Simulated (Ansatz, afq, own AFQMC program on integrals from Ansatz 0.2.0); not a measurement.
# The arsenic atom (quartet): AFQMC on the coupled-cluster ladder, cc-pVQZ

The task here is to estimate one member of a computed series from the others.

Method: cc-pVQZ, frozen cores; program: Ansatz 0.2.0, Gaussian basis, and an in-house AFQMC program (afq) on its integrals; all values are calculated.

The runs, in order: Full CI; PBE (unrestricted); r2SCAN (unrestricted); CCSD(T) on ROHF; PBE0 (unrestricted); B3LYP (unrestricted); CCSDT(Q) on ROHF; wB97M-V (unrestricted); B2PLYP (unrestricted); Phaseless AFQMC, CISD trial on ROHF; Phaseless AFQMC, single-determinant trial on ROHF; Free-projection AFQMC, CISD trial on ROHF; CCSD(T) on UHF; CCSDT(Q) on UHF; Phaseless AFQMC, CISD trial on UHF; Phaseless AFQMC, single-determinant trial on UHF; Free-projection AFQMC, CISD trial on UHF.

3 further runs of the same task are left out: 3 that didn't finish.

**The atom**

A free atom, in its lowest state of this spin that the program finds. No spin-orbit coupling is included. The filled d shell of As may be among the frozen orbitals whatever the setting's name suggests; the logs give the count.

1 atom, charge 0, spin multiplicity 4.

Set-up of the first run:

The input, in.yaml:

```yaml
crystal:
  periodic: [false, false, false]
  atoms:
    - {symbol: As, position_ang: [0.000000, 0.000000, 0.000000]}
basis:
  gaussian: {orbitals: cc-pVQZ}
magnetization: {spin_polarized: false, initial_magnetization: 3}
correlation: {method: fci, electrons: outside_noble_gas}
```

Run with:

```console
ansatz run in.yaml --threads 1 --pin off --events-out ev --progress --plain --max-ram 16896MiB --backend cuda --devices 0, --max-vram 18GiB
```

Steps of the session up to this table: Full CI; PBE (unrestricted); r2SCAN (unrestricted); CCSD(T) on ROHF; PBE0 (unrestricted); B3LYP (unrestricted); CCSDT(Q) on ROHF; wB97M-V (unrestricted); B2PLYP (unrestricted); Phaseless AFQMC, CISD trial on ROHF; Phaseless AFQMC, single-determinant trial on ROHF; Free-projection AFQMC, CISD trial on ROHF; CCSD(T) on UHF; CCSDT(Q) on UHF; Phaseless AFQMC, CISD trial on UHF; Phaseless AFQMC, single-determinant trial on UHF; Free-projection AFQMC, CISD trial on UHF.

One of the session's tables, all rows but one given; the rest of the session is left out.

On the ROHF determinant, counted from full CI (exact for this spin and basis):

```
                                                              level  from full CI (kJ/mol)
                                                                 HF                 +246.4
                                                                MP2                  +43.7
                                                               CCSD                  +10.7
                                                            CCSD(T)                   +1.7
                                                           CCSDT(Q)                    0.0
                                                            full CI                    0.0
              Phaseless AFQMC, CISD trial, step 0.005, 4000 walkers                   +0.2
Phaseless AFQMC, single-determinant trial, step 0.005, 4000 walkers                      ?
         Free-projection AFQMC, CISD trial, step 0.03, 4000 walkers                    0.0
```

Estimate the missing values for Phaseless AFQMC, single-determinant trial, step 0.005, 4000 walkers.

As computed: from full CI (kJ/mol): +0.3. In the column «from full CI (kJ/mol)» it lies between Phaseless AFQMC, CISD trial, step 0.005, 4000 walkers (+0.2) and CCSD(T) (+1.7).

Caveats from the session: On ROHF the phaseless walk with the CISD trial lies +0.2 kJ/mol from full CI, within three error bars. On UHF the phaseless walk with the CISD trial lies +0.1 kJ/mol from CCSDT(Q), within three error bars.
